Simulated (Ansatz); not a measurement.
# SiGeF6: small, medium and large basis sets

One table from this session's results is given with a row withheld; the runs are named, their logs left out.

The runs use Ansatz 0.2.0, Gaussian basis; one geometry, several basis sets.

Levels to be run: PBE0-D4/def2-SVP; ωB97M-V/def2-SVP; PBE0-D4/def2-QZVPP; ωB97M-V/def2-QZVPP; the functionals' def2-TZVPP values are taken from earlier runs.

## Structure used throughout

The geometry comes from an earlier relaxation with PBE0-D4 in a triple-zeta def2 set; it is a stationary point, not always the lowest conformer.

SMILES `F[Si](F)(F)[Ge]([F])([F])[F]`, 8 atoms, charge 0, spin multiplicity 1.

Atoms are counted from 1 here; the program's logs count them from 0.

Bond lengths: F1–Si2 1.568 Å, Si2–F3 1.568 Å, Si2–F4 1.568 Å, Si2–Ge5 2.381 Å, Ge5–F6 1.711 Å, Ge5–F7 1.711 Å, Ge5–F8 1.711 Å. Angles: F1–Si2–F3 109.4°, F1–Si2–F4 109.4°, F1–Si2–Ge5 109.5°, F3–Si2–F4 109.4°, F3–Si2–Ge5 109.5°, F4–Si2–Ge5 109.5°, Si2–Ge5–F6 112.6°, Si2–Ge5–F7 112.6°, Si2–Ge5–F8 112.6°, F6–Ge5–F7 106.2°, F6–Ge5–F8 106.2°, F7–Ge5–F8 106.2°.

Set-up of the first run:

Input file in.yaml:

```yaml
crystal:
  periodic: [false, false, false]
  atoms:
    - {symbol: F, position_ang: [0.726555, -1.659303, 1.426469]}
    - {symbol: Si, position_ang: [0.900728, -0.866614, 0.085320]}
    - {symbol: F, position_ang: [0.796989, -1.858881, -1.123825]}
    - {symbol: F, position_ang: [2.305514, -0.171121, 0.069775]}
    - {symbol: Ge, position_ang: [-0.806172, 0.783330, -0.091582]}
    - {symbol: F, position_ang: [-0.769486, 1.908069, 1.197433]}
    - {symbol: F, position_ang: [-0.684673, 1.701854, -1.530174]}
    - {symbol: F, position_ang: [-2.377354, 0.105566, -0.089116]}
basis:
  gaussian: {orbitals: def2-SVP}
hamiltonian: {xc: pbe0, dispersion: d4}
output: {orbitals: {seedname: orbitals}}
```

On the command line:

```
$ ansatz run in.yaml --threads 8 --pin off --events-out ev --progress --plain --max-ram 18278MiB
```

Among the steps run: PBE0-D4 in def2-SVP; ωB97M-V in def2-SVP; PBE0-D4 in def2-QZVPP; ωB97M-V in def2-QZVPP.

One table of the session follows, with a row left open; its other results are not shown here.

It belongs to the step «Functionals by basis». 

```
functional       basis  HOMO (eV)
   PBE0-D4    def2-SVP     -10.49
   PBE0-D4  def2-TZVPP          ?
   PBE0-D4  def2-QZVPP     -10.67
   ωB97M-V    def2-SVP     -12.62
   ωB97M-V  def2-TZVPP     -12.77
   ωB97M-V  def2-QZVPP     -12.83
```

Estimate the missing values for PBE0-D4, def2-TZVPP.

The run gave: HOMO (eV): -10.62. In the column «HOMO (eV)» it lies between PBE0-D4, def2-QZVPP (-10.67) and PBE0-D4, def2-SVP (-10.49).
